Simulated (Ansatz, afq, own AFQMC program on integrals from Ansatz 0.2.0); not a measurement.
# SbH+ (quartet): AFQMC on the coupled-cluster ladder, def2-TZVP

The task here is to estimate one member of a computed series from the others.

The runs use Ansatz 0.2.0, Gaussian basis, and an in-house AFQMC program (afq) on its integrals; all values are calculated; def2-TZVP, frozen cores.

Plan: Full CI; PBE (unrestricted); r2SCAN (unrestricted); PBE0 (unrestricted); B3LYP (unrestricted); wB97M-V (unrestricted); B2PLYP (unrestricted); CCSD(T) on ROHF; Full CI; Full CI (sextet); CCSDT(Q) on ROHF; Phaseless AFQMC, CISD trial on ROHF; Free-projection AFQMC, CISD trial on ROHF; CCSD(T) on UHF; Full CI; CCSDT(Q) on UHF; CCSD(T) on UHF; CCSD(T) on UHF; Phaseless AFQMC, CISD trial on UHF; Phaseless AFQMC, single-determinant trial on UHF; Free-projection AFQMC, CISD trial on UHF.

1 further run of the same task is left out (it didn't finish).

**The geometry**

The geometry is a PBE0/def2-TZVP stationary point (not a proven minimum). No spin-orbit coupling is included. Elements past krypton take def2 core potentials.

2 atoms, charge 1, spin multiplicity 4.

Atoms are counted from 1 here; the program's logs count them from 0.

Bond lengths: Sb1–H2 1.871 Å.

Set-up of the first run:

The input, in.yaml:

```yaml
crystal:
  periodic: [false, false, false]
  atoms:
    - {symbol: Sb, position_ang: [0.000000, 0.000000, 0.000000]}
    - {symbol: H, position_ang: [0.000000, 0.000000, 1.871000]}
basis:
  gaussian: {orbitals: def2-TZVP}
total_charge: 1
magnetization: {spin_polarized: false, initial_magnetization: 3}
correlation: {method: fci, electrons: outside_noble_gas}
```

Started as:

```
$ ansatz run in.yaml --threads 1 --pin off --events-out ev --progress --plain --max-ram 1843MiB
```

Steps of the session up to this table: Full CI; PBE (unrestricted); r2SCAN (unrestricted); PBE0 (unrestricted); B3LYP (unrestricted); wB97M-V (unrestricted); B2PLYP (unrestricted); CCSD(T) on ROHF; Full CI (sextet); CCSDT(Q) on ROHF; Phaseless AFQMC, CISD trial on ROHF; Free-projection AFQMC, CISD trial on ROHF; CCSD(T) on UHF; CCSDT(Q) on UHF; Phaseless AFQMC, CISD trial on UHF; Phaseless AFQMC, single-determinant trial on UHF; Free-projection AFQMC, CISD trial on UHF.

One table of the session follows, with a row left open; its other results are not shown here.

It belongs to the step «AFQMC on the ladder». On the ROHF determinant, counted from full CI (exact for this spin and basis):

| level | from full CI (meV) |
| --- | --- |
| HF | ? |
| MP2 | +480.1 |
| CCSD | +76.6 |
| CCSD(T) | +16.4 |
| CCSDT(Q) | -0.4 |
| full CI | 0.0 |
| Phaseless AFQMC, CISD trial, step 0.005, 60 walkers | +1.8 |
| Free-projection AFQMC, CISD trial, step 0.03, 60 walkers | -2.8 |

Q: Estimate the row for HF from the others.

**Answer.** from full CI (meV): +2168.0. In the column «from full CI (meV)» it is the highest.

Limits of these values: On ROHF the phaseless walk with the CISD trial lies +1.8 meV from full CI, within three error bars. On UHF the phaseless walk with the CISD trial lies +0.2 meV from CCSDT(Q), within three error bars.
